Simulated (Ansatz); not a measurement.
# CuOH (SMILES [Cu]O): MP2/cc-pVTZ

Aim: the electronic atomisation energy of CuOH at MP2/cc-pVTZ, from 4 runs. 

The results are computed with Ansatz 0.2.0.

29 further runs of the same task are left out: 29 set aside as unsound or not needed.

**1. Starting point**

CuOH: 3 atoms, total charge 0, spin state singlet. As SMILES, `[Cu]O`. The shape is that of a PBE0-D4/def2-TZVP optimisation.

Bond lengths: Cu1–O2 1.785 Å, O2–H3 0.962 Å. Angles: Cu1–O2–H3 109.0°.

**2. A single-point energy at MP2/cc-pVTZ**

Input file in.yaml:

```yaml
crystal:
  periodic: [false, false, false]
  atoms:
    - {symbol: Cu, position_ang: [-1.152790, 0.285260, -0.596950]}
    - {symbol: O, position_ang: [0.412870, 0.307820, 0.260030]}
    - {symbol: H, position_ang: [0.739920, -0.593080, 0.336920]}
basis:
  gaussian:
    orbitals: cc-pVTZ
accuracy: high
correlation:
  method: mp2
  frozen_orbitals: {Cu: 5, H: 0, O: 1}
```

On the command line:

```sh
$ ansatz run in.yaml --threads 1 --pin off --max-ram 3480MiB --events-out events.jsonl --progress --plain --runs-dir runs
```

The program printed:

```text
Warning: RAYON_NUM_THREADS=1 ignored (pool sized by the plan → 1); use --threads N
Functional definition: HF
  name "HF"
  exchange = exact_x
  correlation = 0
1728 factors; integrals over basis functions are off by at most 4.4e-9 eV
mean field evaluation 1: about -46646.3734 eV, gradient 7.4e1 eV
mean field evaluation 2: about -46646.4135 eV, gradient 7.4e1 eV
mean field evaluation 4: about -46651.7184 eV, gradient 8.4e0 eV
mean field evaluation 8: about -46651.8667 eV, gradient 7.2e-1 eV
mean field evaluation 16: about -46651.8718 eV, gradient 1.4e-7 eV
mean field -46651.87184029 eV, -1714.4246683560 hartree, gradient 1.8e-8 eV, S^2 0.000000; 0 other end points of the search recorded, 0 dependent functions left out
6 core orbitals not correlated: weight in the atoms' cores, before any rotation towards them, 1.000 or more for the frozen orbitals, at most 0.000 for the correlated occupied ones
reference -46651.87184029 eV, -1714.4246683560 hartree; 13, 13 occupied and 93, 93 virtual orbitals, 1728 factors
second order -31.97050020 eV of doubles, -0.00000000 eV of singles
Total energy: -46683.84234048 eV, -1715.5995625678 hartree
```

Run time: 9 s. Hardware: 1 thread of Arm Neoverse V1, shared host; peak memory 0.28 GiB.

**3. The Cu atom**

Input file input.yaml:

```yaml
crystal:
  periodic: [false, false, false]
  atoms:
    - {symbol: Cu, position_ang: [0.000000, 0.000000, 0.000000]}
basis:
  gaussian:
    orbitals: cc-pVTZ
accuracy: high
correlation:
  method: mp2
  frozen_orbitals: {Cu: 5}
magnetization:
  spin_polarized: true
  initial_magnetization: 1
```

Run the same way, it converges to -1639.85265 Eh (log not shown).

**4. The H atom: a single-point energy at UHF/cc-pVTZ**

Input file job.yaml:

```yaml
crystal:
  periodic: [false, false, false]
  atoms:
    - {symbol: H, position_ang: [0.000000, 0.000000, 0.000000]}
basis:
  gaussian:
    orbitals: cc-pVTZ
accuracy: high
hamiltonian:
  xc: hf
magnetization:
  spin_polarized: true
  initial_magnetization: 1
```

Run the same way, it converges to -0.49981 Eh (log not shown).

**5. The O atom at the same level**

Input file in.yaml:

```yaml
crystal:
  periodic: [false, false, false]
  atoms:
    - {symbol: O, position_ang: [0.000000, 0.000000, 0.000000]}
basis:
  gaussian:
    orbitals: cc-pVTZ
magnetization:
  spin_polarized: true
  initial_magnetization: 2
accuracy: high
correlation:
  method: mp2
  frozen_orbitals: {O: 1}
```

On the command line:

```sh
$ ansatz run in.yaml --threads 1 --pin off --max-ram 3480MiB --events-out events.jsonl --progress --plain --runs-dir runs
```

The program printed:

```text
Warning: RAYON_NUM_THREADS=1 ignored (pool sized by the plan → 1); use --threads N
[... 4 set-up lines as earlier in the session ...]
299 factors; integrals over basis functions are off by at most 2.4e-9 eV
mean field evaluation 1: about -2035.4354 eV, gradient 8.6e0 eV
mean field evaluation 2: about -2035.4368 eV, gradient 8.6e0 eV
mean field evaluation 4: about -2035.7265 eV, gradient 8.3e-1 eV
mean field evaluation 8: about -2035.7316 eV, gradient 1.4e-3 eV
mean field evaluation 16: about -2035.7316 eV, gradient 3.7e-3 eV
mean field evaluation 32: about -2035.7316 eV, gradient 1.9e-8 eV
mean field -2035.73160512 eV, -74.8117566196 hartree, gradient 1.9e-8 eV, S^2 2.007200; 3 other end points of the search recorded, 0 dependent functions left out
1 core orbitals not correlated: weight in the atoms' cores, before any rotation towards them, 1.000 or more for the frozen orbitals, at most 0.000 for the correlated occupied ones
reference -2035.73160512 eV, -74.8117566196 hartree; 4, 2 occupied and 25, 27 virtual orbitals, 299 factors
second order -3.89519463 eV of doubles, -0.00000000 eV of singles
Total energy: -2039.62679974 eV, -74.9549023819 hartree
```

Wall time 0.14 s (1 thread of Arm Neoverse V1, shared host).

**6. Summary of results**

At MP2/cc-pVTZ, 6 core orbitals frozen:

| quantity | value |
| --- | --- |
| molecule: total energy | -1715.59956 Eh |
| molecule: correlation energy (6 core orbitals frozen) | -1174.9 mEh |
| Cu atom: total energy | -1639.85265 Eh |
| Cu atom: correlation energy (5 core orbitals frozen) | -890.2 mEh |
| Cu atom: ⟨S²⟩ of the reference determinant | 0.752 |
| H atom: total energy | -0.49981 Eh |
| H atom: ⟨S²⟩ | 0.750 |
| O atom: total energy | -74.95490 Eh |
| O atom: correlation energy (1 core orbital frozen) | -143.1 mEh |
| O atom: ⟨S²⟩ of the reference determinant | 2.007 |
| electronic atomisation energy | 7.951 eV |

In words: Taking the molecule apart into free atoms costs 7.95 eV (183 kcal/mol), before zero-point energy and without spin-orbit coupling.
